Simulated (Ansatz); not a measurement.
# Li (bcc type): the cost of one run

Program: Ansatz 0.2.0. Level of theory: DFT LDA, with the methods named in each step. These are calculated values, not measurements.

1 further run of the same task is left out (it didn't finish). Runs told in other sessions of the task aren't counted.

## Step 1: The starting structure

Symmetry: Im-3m, No. 229, cubic system. The conventional cell has a = 3.363 Å, b = 3.363 Å, c = 3.363 Å, α = 90.00°, β = 90.00°, γ = 90.00°. Around Li (site symmetry m-3m) lie 8 Li at 2.91 Å.

Coordinates:

```
CELL_PARAMETERS angstrom
-1.68164 1.68164 1.68164
1.68164 -1.68164 1.68164
1.68164 1.68164 -1.68164
ATOMIC_POSITIONS crystal
Li 0.00000 0.00000 0.00000
```

Whether this phase is the stable one at these pressures isn't tested.

## Step 2: The reference volume, LAPW

The input, input.yaml:

```yaml
crystal:
  lattice:
    - [-1.6816362554, 1.6816362554, 1.6816362554]
    - [1.6816362554, -1.6816362554, 1.6816362554]
    - [1.6816362554, 1.6816362554, -1.6816362554]
  atoms:
    - { symbol: Li, position: [0.0, 0.0, 0.0] }
kpoints:
  mp_grid: { grid: [16, 16, 16] }
  band_path:
    path:
      - [0.0, 0.0, 0.0]
      - [0.5, -0.5, 0.5]
      - [0.0, 0.0, 0.5]
      - [0.0, 0.0, 0.0]
      - [0.25, 0.25, 0.25]
      - [0.5, -0.5, 0.5]
      - [0.25, 0.25, 0.25]
      - [0.0, 0.0, 0.5]
    npoints: 14
scf:
  occupations: { method: fermi_dirac, width: 0.08 }
hamiltonian:
  xc: lda
  pseudopotentials: { kind: all_electron, lapw: { basis_error: 0.001 } }
output:
  forces: true
  stress: true
  eigenvalues: true
  populations: true
  dos: { projected: true, de: 0.2, e_range: [-14, 8] }
```

The run is started by

```bash
> ansatz run input.yaml --threads 1 --pin off --max-ram 2048MiB --backend cpu --events-out ev --progress --plain --runs-dir out
```

**Question.** How long does this run take on 1 thread of Intel Xeon 6975P-C (Granite Rapids), shared host, and how much memory does it need?

About 1.4 s, with a peak of 0.22 GiB.
